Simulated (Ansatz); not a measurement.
# TiNi (Pm-3m): relaxation of cell and ions, by script

What cell does TiNi (Pm-3m) relax to? The task is a relaxation of cell and ions, for TiNi (Pm-3m).

Program: Ansatz 0.2.0 through its Python package. Level of theory: DFT PBEsol, plane waves, PAW. These are calculated values, not measurements.

## Step 1: The system

It takes space group Pm-3m (No. 221, cubic). Conventional cell: a = 2.988 Å, b = 2.988 Å, c = 2.988 Å, α = 90.00°, β = 90.00°, γ = 90.00°. Ti (site symmetry m-3m) has 8 Ni at 2.59 Å as nearest neighbours. Ni (site symmetry m-3m) has 8 Ti at 2.59 Å as nearest neighbours.

No structure file is read: the coordinates are typed or built in the script.

## Step 2: Script

The input, tini_vcrelax.py:

```python
"""Variable-cell relaxation of TiNi."""

import argparse
import warnings

import ansatz as az
import matplotlib.pyplot as plt
import numpy as np

parser = argparse.ArgumentParser(description="Variable-cell relaxation of TiNi.")
parser.add_argument("--functional", default="pbesol", help="exchange-correlation functional")
parser.add_argument("--kgrid", type=int, nargs=3, required=True, help="k-point sampling")
args = parser.parse_args()

def edges_and_angles(cell):
    cell = np.asarray(cell)
    a, b, c = np.linalg.norm(cell, axis=1)
    cosines = cell[1] @ cell[2] / (b * c), cell[0] @ cell[2] / (a * c), cell[0] @ cell[1] / (a * b)
    return (a, b, c, *np.degrees(np.arccos(cosines)))

warnings.simplefilter("ignore", az.DeckWarning)

vectors = np.array([
    [2.988066, 0.0, 0.0],
    [0.0, 2.988066, 0.0],
    [0.0, 0.0, 2.988066],
])
cell = (
    az.Lattice.of(vectors)
    .atom("Ti", (0.5, 0.5, 0.5))
    .atom("Ni", (0.0, 0.0, 0.0))
    .moments(Ni=1.0)
)

# every cell quantity that the symmetry leaves free
base = (
    cell.calculation()
    .functional(args.functional)
    .kpoints(*args.kgrid)  # the mesh must be finer for metals
    .occupations(az.OccupationsMethod.COLD)  # fractional filling near the Fermi level
    .spin(az.SpinTreatment.COLLINEAR)
    .relax(cell=True, stress_tolerance=0.05)
)
steps = []


def follow(event):
    if event["event"] != "relax_step":
        return
    row = event["data"]
    steps.append(row)
    print(f"step {row['step']:3d}  E = {row['lagrangian_ev']:.5f} eV  largest force component = {row['allowed_force_max_ev_ang']:.4f} eV/A  P = {row['pressure_gpa']:.3f} GPa")


res = base.session().plan(threads=1).execute(on_event=follow)
r = res.report

first, last = steps[0], steps[-1]
symbols = [site.symbol for site in res.lattice.sites]
print(f"energy gained {first['lagrangian_ev'] - last['lagrangian_ev']:.4f} eV in {len(steps) - 1} steps")
for label, vectors in (("before", first["cell_ang"]), ("after", res.lattice.cell_ang)):
    print(label, "a b c (A) {:.4f} {:.4f} {:.4f}  angles {:.2f} {:.2f} {:.2f}".format(*edges_and_angles(vectors)), f" V = {abs(np.linalg.det(vectors)):.3f} A^3")
print("final stress xx yy zz (GPa, compression positive):", np.round(np.diag(r["stress_gpa"]), 3) + 0.0)

fig, (top, bottom) = plt.subplots(2, 1, sharex=True, figsize=(4.5, 4))
top.plot([s["lagrangian_ev"] - last["lagrangian_ev"] for s in steps], "o-")
top.set_ylabel("E - E(final) (eV)")
bottom.semilogy([max(s["allowed_force_max_ev_ang"], 1e-6) for s in steps], "s-")
bottom.set(xlabel="step", ylabel="largest force (eV/A)")
fig.tight_layout()
fig.savefig("relax.png", dpi=100)

print("atom   start x y z (A)              end x y z (A)")
for symbol, a, b in zip(symbols, first["positions_ang"], last["positions_ang"]):
    print(f"{symbol:3s}", " ".join(f"{v:8.4f}" for v in a), "  ", " ".join(f"{v:8.4f}" for v in b))

for key in ("converged", "n_iterations", "n_electrons", "n_kpoints", "n_pw", "n_symmetry_ops", "free_energy_ev", "fermi_energy_ev"):
    print(f"{key:18s} {r[key]}")
```

## Step 3: The calls as engine input

The engine receives this input:

```yaml
crystal:
  lattice:
    - [2.988066, 0.0, 0.0]
    - [0.0, 2.988066, 0.0]
    - [0.0, 0.0, 2.988066]
  atoms:
    - { symbol: Ti, position: [0.5, 0.5, 0.5] }
    - { symbol: Ni, position: [0.0, 0.0, 0.0] }
kpoints:
  mp_grid:
    grid: [9, 9, 9]
hamiltonian:
  xc: pbesol
magnetization:
  spin_polarized: true
  per_species:
    Ni: 1.0
scf:
  occupations:
    method: cold
relax:
  cell:
    stress_tol: 0.05
```

## Step 4: Launch

Command:

```
$ python tini_vcrelax.py --kgrid 9 9 9
```

Without the output at hand: what should come out? Wanted: free energy; moment, net / absolute; moves of the relaxation; energy gained; last largest force component; relaxed conventional cell; space group at the end.

As calculated:

```
                                         quantity                                                                      value
                                      free energy                                         -8279.5940 eV (-4139.7970 eV/atom)
                           moment, net / absolute                                                    0.00 / 0.00 μB per cell
                          moves of the relaxation                                                                          1
energy gained (ahead of the last change of basis)                                                               2.6 meV/atom
                     last largest force component                                                                0.0000 eV/Å
                        relaxed conventional cell  a = 2.970 Å, b = 2.970 Å, c = 2.970 Å, α = 90.00°, β = 90.00°, γ = 90.00°
                           space group at the end                                                                      Pm-3m
```

In words: The volume shrank by 1.8 % over 1 move, and the space group stayed Pm-3m. The starting moments died away: the state reached is non-magnetic. The SCF didn't keep the moments it started from (some shrank, vanished or turned); what is printed is the state reached. Forces vanish by symmetry, so the ions can't move, and the end may be a saddle. The mesh is modest for a metal, so energies can be off by several to tens of meV an atom and pressures by half a GPa or more; differences at equal mesh fare better. Only differences from the Fermi energy are physical; the zero of the scale is a convention. Energies along a relaxation are free energies. Rows at an unchanged volume are solved on a plane-wave basis chosen afresh for that cell, so the energy jumps there and such rows are no steps of the walk. This cell is a computed structure, which may not be the phase found in nature. The starting moments were not kept in at least one run, so it stands on a weaker or other magnetic state than the one typed.
